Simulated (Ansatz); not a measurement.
# ClTi: the cost of one run

Program: Ansatz 0.2.0, Gaussian basis. Level of theory: def2-TZVPP, core rule «outside noble gas», up to 14 orbitals frozen. These are calculated values, not measurements.

Plan: UHF; ROHF; CCSD(T) on UHF.

**1. What is computed**

The geometry is a PBE0/def2-TZVP stationary point (not a proven minimum).

2 atoms, charge 0, spin multiplicity 6.

Atoms are counted from 1 here; the program's logs count them from 0.

No contacts short enough for the rule that draws bonds.

**2. UHF**

in.yaml reads:

```yaml
crystal:
  periodic: [false, false, false]
  atoms:
    - {symbol: Ti, position_ang: [0.000000, 0.000000, 0.000000]}
    - {symbol: Cl, position_ang: [0.000000, 0.000000, 3.280600]}
basis:
  gaussian: {orbitals: def2-TZVPP}
magnetization: {spin_polarized: true, initial_magnetization: 5}
hamiltonian: {xc: hf}
output: {orbitals: {seedname: orbitals}}
```

The run is started by

```
ansatz run in.yaml --threads 1 --pin off --events-out ev --progress --plain --max-ram 2816MiB --backend cpu
```

Q: Estimate wall time and peak memory on 1 thread of AMD EPYC 7R13, shared host.

About 62 s, with a peak of 0.35 GiB.
